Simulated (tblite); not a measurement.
# ClH8PSi3: the cost of one run

Computed with tblite 0.8.0 and PySCF 2.14.0, with density-fitted response routines of our own, on a single molecule in the gas phase. Atoms are numbered from 0 throughout.

### 1 The starting structure

13 atoms, charge 0, multiplicity 1; geometry from: force field or distance geometry start.

Bonds of the start (Å): Si0–P1 2.19, P1–Si2 2.18, P1–Si3 2.19, Si3–Cl4 2.09, Si0–H5 1.48, Si0–H6 1.47, Si0–H7 1.47, Si2–H8 1.49, Si2–H9 1.48, Si2–H10 1.46, Si3–H11 1.48, Si3–H12 1.49.

### 2 Relaxing the molecule with GFN2-xTB

The job: settings as JSON, then the geometry in Å.

```
{"job": {"kind": "relax", "xc": "GFN2-xTB", "basis": "xTB"}, "charge": 0, "multiplicity": 1}
Si    -1.533500    -1.485000    -0.105800
P     -0.071900    -0.036000     0.633100
Si    -0.540500     2.032000     0.109500
Si     1.990300    -0.607300     0.176700
Cl     2.981200     0.787500    -1.017600
H     -2.920100    -1.061900     0.183100
H     -1.317700    -1.680700    -1.550200
H     -1.311600    -2.735700     0.642900
H     -1.885000     1.996000    -0.521800
H     -0.688900     2.861600     1.332000
H      0.405800     2.600500    -0.846300
H      2.098600    -1.931700    -0.483600
H      2.788800    -0.738700     1.430200
```

Command:

```
$ OMP_NUM_THREADS=1 python probes_run.py task.json out
```

The driver reads the jobs from task.json and runs them one after another.

Q: Estimate the wall time and peak memory of this first job on 1 thread of Intel Xeon at 2.50GHz, shared host.

About 4.6 s, with a peak of 0.18 GiB.
